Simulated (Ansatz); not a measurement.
The system is NiMoIrPdW.

```
Ni Mo Pd Ir W
1.0
     2.76078    0.00000    0.00000
    -1.38039    2.39090    0.00000
     0.00000    0.00000   11.34051
Ni Mo Pd Ir W
1 1 1 1 1
Direct
  0.00000 0.00000 0.70917
  0.66667 0.33333 0.29425
  0.66667 0.33333 0.89901
  0.00000 0.00000 0.10604
  0.66667 0.33333 0.52921
```

The cell was built by a generator and needn't be a form met in nature.

Base run:

```yaml
Program: Ansatz 0.2.0
Functional: PBE
Potentials_or_basis: Ansatz PAW
Cutoff: 420 eV
Density_cutoff: 1680 eV
k_mesh: 11 × 11 × 3
Occupations: fermi-dirac, width 0.05 eV
Spin: collinear spin, ferromagnetic start
Starting_moments: "[1.0, 1.0, 0.0, 0.6, 0.0] μB"
Hubbard_terms: Ir d U = 4 eV, Mo d U = 4 eV, Ni d U = 4 eV, Pd d U = 4 eV, W d U = 4 eV
```

Its results: band gap on the k mesh none (metal or under the smearing width); pressure 6.6 GPa; net moment 1.14 μB per cell; site moments Ni +0.91; Mo -0.01; Pd +0.03; Ir +0.02; W +0.13 μB; largest force 1.024 eV/Å.

After a change of settings the same cell gave: band gap on the k mesh none (metal or under the smearing width); pressure 0.8 GPa; net moment 0.21 μB per cell; site moments Ni +0.18; Mo -0.00; Pd +0.01; Ir -0.01; W +0.03 μB; largest force 0.475 eV/Å. Which change was it?
A. functional from PBE to r2SCAN; cutoff from 420 eV to 500 eV; density cutoff from 1680 eV to 2000 eV; hubbard terms from Ir d U = 4 eV, Mo d U = 4 eV, Ni d U = 4 eV, Pd d U = 4 eV, W d U = 4 eV to none; hubbard projectors from ortho-atomic (the default) to none
B. hubbard terms from Ir d U = 4 eV, Mo d U = 4 eV, Ni d U = 4 eV, Pd d U = 4 eV, W d U = 4 eV to Ir d U = 2 eV, Mo d U = 2 eV, Ni d U = 2 eV, Pd d U = 2 eV, W d U = 2 eV
C. hubbard terms from Ir d U = 4 eV, Mo d U = 4 eV, Ni d U = 4 eV, Pd d U = 4 eV, W d U = 4 eV to Ir d U = 8 eV, Mo d U = 8 eV, Ni d U = 8 eV, Pd d U = 8 eV, W d U = 8 eV

B.

Caveats: the magnetic or orbital state may not be the lowest; the U is typed as a test and isn't derived for this compound; forces of over 1 eV/Å show positions far from the minimum, so gaps and moduli don't describe the material at rest (some runs).

Not every run made on this cell is shown here.
